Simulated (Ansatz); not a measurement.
# GaS+ (singlet): from Hartree-Fock to the top rungs, cc-pVTZ

An exercise on one series of results from a longer session: the logs are not shown, and one member is left open.

Computed with Ansatz 0.2.0, Gaussian basis. Level: cc-pVTZ, core rule «outside noble gas», up to 19 orbitals frozen.

The runs, in order: UHF; CCSD(T) on RHF; CCSD(T) on UHF; BCCD(T) on RHF; CISD; CCSDT(Q) on RHF; CCSDT(Q) on UHF.

26 further runs of the same task are left out: 9 for a known fault of the program, 5 that didn't finish, 12 set aside as unsound or not needed.

**What is computed**

The geometry is a PBE0/def2-TZVP stationary point (not a proven minimum) of the parent state, kept for this charge and spin. No spin-orbit coupling is included. The filled d shell of Ga may be among the frozen orbitals whatever the setting's name suggests; the logs give the count.

2 atoms, charge 1, spin multiplicity 1.

Atoms are counted from 1 here; the program's logs count them from 0.

Bond lengths: S1–Ga2 2.071 Å.

Set-up of the first run:

The input, in.yaml:

```yaml
crystal:
  periodic: [false, false, false]
  atoms:
    - {symbol: S, position_ang: [0.000000, 0.000000, 0.000000]}
    - {symbol: Ga, position_ang: [0.000000, 0.000000, 2.070500]}
basis:
  gaussian: {orbitals: cc-pVTZ}
total_charge: 1
magnetization: {spin_polarized: true, initial_magnetization: 0}
hamiltonian: {xc: hf}
output: {orbitals: {seedname: orbitals}}
```

On the command line:

```sh
$ ansatz run in.yaml --threads 1 --pin off --events-out ev --progress --plain --max-ram 2393MiB
```

Steps of the session up to this table: UHF; CCSD(T) on RHF; CCSD(T) on UHF; BCCD(T) on RHF; CISD; CCSDT(Q) on RHF; CCSDT(Q) on UHF.

One of the session's tables, all rows but one given; the rest of the session is left out.

It belongs to the step «Misses and costs». 

```
   method  from RCCSDT(Q) (kcal/mol)
      RHF                    +157.53
      UHF                    +121.32
     RMP2                          ?
     UMP2                     +20.51
    RCCSD                     +11.12
    UCCSD                      +4.20
 RCCSD(T)                      +1.65
 UCCSD(T)                      -1.41
  BCCD(T)                      +1.65
   RCCSDT                      +1.00
   UCCSDT                      -3.72
RCCSDT(Q)                          0
UCCSDT(Q)                      -4.89
```

Q: Estimate the row for RMP2 from the others.

**Answer.** from RCCSDT(Q) (kcal/mol): +24.40. In the column «from RCCSDT(Q) (kcal/mol)» it lies between UMP2 (+20.51) and UHF (+121.32).

Not comparable, so not listed: CISD (they don't share determinant, frozen orbitals or solution with the rows shown, or repeat one).

Caveats from the session: The determinant is far from a pure spin state, so its energy mixes those of several spin states (harmless only where they are near-degenerate, as at dissociation). The program flags UCCSD(T), UCCSDT(Q) as in doubt, so those rows may rest on another solution; read them beside their warnings. Warnings: restricted reference is unstable; spin contamination; large T1 diagnostic. Restricted and unrestricted rows rest on different reference determinants; where their highest levels disagree by more than a few hundredths of an eV, they describe different states and don't form one ladder.
